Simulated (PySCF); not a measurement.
# GeSiH4F2 (SMILES F[SiH](F)[GeH3]): levels of theory compared

We compute a comparison of 6 runs (BHLYP/def2-SVP, M06-2X/def2-SVP, revPBE/def2-SVP, wB97M-V/def2-SVP, SCS-MP2/def2-SVP, CCSD(T)/def2-SVP) of GeSiH4F2. Input form: a Python script.

The calculation is run with PySCF 2.14.0.

1 further run of the same task is left out (set aside as unsound or not needed).

## Step 1: The molecule

GeSiH4F2: 8 atoms, total charge 0, spin state singlet. As SMILES, `F[SiH](F)[GeH3]`. Geometry: relaxed at PBE0-D4/def2-TZVP.

Bond lengths: F1–Si2 1.592 Å, Si2–F3 1.592 Å, Si2–Ge4 2.377 Å, Si2–H5 1.481 Å, Ge4–H6 1.536 Å, Ge4–H7 1.534 Å, Ge4–H8 1.536 Å. Some angles: F1–Si2–F3 107.0°, F1–Si2–Ge4 109.5°, F3–Si2–Ge4 109.5°, F1–Si2–H5 107.4°, F3–Si2–H5 107.4°, Ge4–Si2–H5 115.8°, Si2–Ge4–H6 109.5°, Si2–Ge4–H7 110.3°, Si2–Ge4–H8 109.5°, H6–Ge4–H7 109.3°.

## Step 2: A single-point energy at BHLYP/def2-SVP (run 1)

Input file run.py:

```python
from pyscf import gto, dft

mol = gto.M(
    atom=[
    ('F', (1.301800, -1.418600, 1.197400)),
    ('Si', (1.139900, -0.126600, 0.280900)),
    ('F', (1.983100, -0.386400, -1.044700)),
    ('Ge', (-1.151500, 0.164400, -0.281300)),
    ('H', (1.776500, 1.004200, 0.994900)),
    ('H', (-1.970000, 0.389600, 0.998800)),
    ('H', (-1.682300, -1.076600, -1.011200)),
    ('H', (-1.305500, 1.392900, -1.190400)),
],
    basis='def2-svp',
    max_memory=1860,
    verbose=3,
    charge=0,
    spin=0,
)

mf = dft.RKS(mol)
mf.xc = 'bhandhlyp'
mf.conv_tol = 1e-10
mf.grids.level = 5
mf.kernel()
if not mf.converged:
    mf = mf.newton().run(mf.mo_coeff, mf.mo_occ)

e_final = mf.e_tot
print('E(%s) = %.9f' % ('BHLYP', e_final))
```

Run with:

```sh
$ OMP_NUM_THREADS=1 python run.py
```

Output:

```text
converged SCF energy = -2568.09038739752
E(BHLYP) = -2568.090387398
```

Wall time 20 s (1 thread of Intel Xeon at 2.70GHz, shared host); peak memory 0.52 GiB.

## Step 3: A single-point energy at M06-2X/def2-SVP (run 2)

Input file job.py:

```python
from pyscf import gto, dft

system = gto.M(
    atom=[
    ('F', (1.301800, -1.418600, 1.197400)),
    ('Si', (1.139900, -0.126600, 0.280900)),
    ('F', (1.983100, -0.386400, -1.044700)),
    ('Ge', (-1.151500, 0.164400, -0.281300)),
    ('H', (1.776500, 1.004200, 0.994900)),
    ('H', (-1.970000, 0.389600, 0.998800)),
    ('H', (-1.682300, -1.076600, -1.011200)),
    ('H', (-1.305500, 1.392900, -1.190400)),
],
    basis='def2-svp',
    verbose=4,
    max_memory=1860,
    charge=0,
)

mf = dft.RKS(system, xc='m06-2x')
mf.grids.level = 5
mf.conv_tol = 1e-10
mf.kernel()
if not mf.converged:
    mf = mf.newton().run(mf.mo_coeff, mf.mo_occ)

e_final = mf.e_tot
print('Final energy', e_final)
```

Run with:

```sh
$ OMP_NUM_THREADS=1 python job.py
```

Output:

```text
PySCF version 2.14.0

[... 77 lines left out ...]
converged SCF energy = -2568.09418656238
Final energy -2568.0941865623836
```

It took 32 s on 1 thread of Intel Xeon at 2.70GHz, shared host; peak memory 0.52 GiB.

Run 3 isn't shown in full; the table further down has it.

## Step 4: The energy at wB97M-V/def2-SVP (run 4)

Input file geometry.xyz:

```xyz
8
F2GeH4Si
F      1.301800    -1.418600     1.197400
Si     1.139900    -0.126600     0.280900
F      1.983100    -0.386400    -1.044700
Ge    -1.151500     0.164400    -0.281300
H      1.776500     1.004200     0.994900
H     -1.970000     0.389600     0.998800
H     -1.682300    -1.076600    -1.011200
H     -1.305500     1.392900    -1.190400
```

Input file job.py:

```python
from pyscf import gto, dft

system = gto.M(
    atom='geometry.xyz',
    max_memory=1860,
    basis='def2-svp',
    verbose=3,
)

mf = dft.RKS(system)
mf.xc = 'wb97m-v'
mf.grids.level = 5
mf.nlcgrids.level = 1
mf.conv_tol = 1e-10
mf.kernel()
if not mf.converged:
    mf = mf.newton().run(mf.mo_coeff, mf.mo_occ)

e_tot = mf.e_tot
print(f'total energy: {e_tot:.8f} hartree')
```

Run with:

```sh
$ OMP_NUM_THREADS=1 python job.py
```

Output:

```text
converged SCF energy = -2567.98604800402
total energy: -2567.98604800 hartree
```

Run time: 93 s. Hardware: 1 thread of Intel Xeon at 2.70GHz, shared host; peak memory 0.53 GiB.

Run 5 isn't shown in full; the table further down has it.

## Step 5: The energy at CCSD(T)/def2-SVP (run 6)

Input file run.py:

```python
# F[SiH](F)[GeH3]
from pyscf import gto, scf, cc

molecule = gto.M(
    atom='''
F      2.460045    -2.680765     2.262758
Si     2.154099    -0.239239     0.530824
F      3.747516    -0.730190    -1.974197
Ge    -2.176020     0.310671    -0.531580
H      3.357098     1.897663     1.880089
H     -3.722760     0.736237     1.887458
H     -3.179086    -2.034479    -1.910891
H     -2.467037     2.632200    -2.249530
''',
    verbose=3,
    basis='def2-svp',
    spin=0,
    unit='bohr',
    max_memory=1860,
    charge=0,
)

mf = scf.RHF(molecule)
mf.conv_tol = 1e-10
mf.kernel()
if not mf.converged:
    mf = mf.newton().run(mf.mo_coeff, mf.mo_occ)

mycc = cc.CCSD(mf, frozen=16)
mycc.kernel()
e_t = mycc.ccsd_t()
energy = mycc.e_tot + e_t
print(f'total energy: {energy:.8f} hartree')
```

Run with:

```sh
$ OMP_NUM_THREADS=1 python run.py
```

Output:

```text
converged SCF energy = -2565.10291009307
E(CCSD) = -2565.827834720886  E_corr = -0.724924627813654
CCSD(T) correction = -0.014380953027309
total energy: -2565.84221567 hartree
```

Wall time 42 s (1 thread of Intel Xeon at 2.70GHz, shared host); peak memory 0.56 GiB.

## Step 6: All runs side by side

```csv
run,level,nlc grid,integration grid,energy (Eh),dipole moment (D) of the reference,HOMO energy (eV),LUMO energy (eV),wall time
1,BHLYP/def2-SVP,–,5,-2568.090387,1.72,-9.64,0.96,20 s
2,M06-2X/def2-SVP,–,5,-2568.094187,1.62,-9.60,0.83,32 s
3,revPBE/def2-SVP,–,5,-2567.886100,1.32,-7.13,-0.68,23 s
4,wB97M-V/def2-SVP,1,5,-2567.986048,1.53,-10.50,1.95,93 s
5,SCS-MP2/def2-SVP,–,–,-2565.779283,1.89,-11.47,3.27,2.4 s
6,CCSD(T)/def2-SVP,–,–,-2565.842216,1.89,-11.47,3.27,42 s
```

## Step 7: Results

| quantity | value |
| --- | --- |
| run 6: total energy | -2565.84222 Eh |
| run 6: dipole moment (Hartree–Fock density) | 1.89 D |
| run 6: HOMO energy (Hartree–Fock orbitals) | -11.47 eV |
| run 6: LUMO energy (Hartree–Fock orbitals) | 3.27 eV |
| run 6: HOMO–LUMO gap (Hartree–Fock orbitals) | 14.74 eV |
| run 6: correlation energy (16 core orbitals frozen) | -739.3 mEh |
| run 6: (T) correction | -14.38 mEh |
| run 6: T1 diagnostic | 0.012 |

What this shows: Over runs 1, 2, 3, 4 the dipole moment (its size) runs from 1.32 D (revPBE/def2-SVP) to 1.72 D (BHLYP/def2-SVP). Over runs 1, 2, 3, 4 the HOMO–LUMO gap runs from 6.45 eV (revPBE/def2-SVP) to 12.46 eV (wB97M-V/def2-SVP). Totals of different functionals can't be ranked against each other. All runs together took 3.6 min, the longest 93 s.
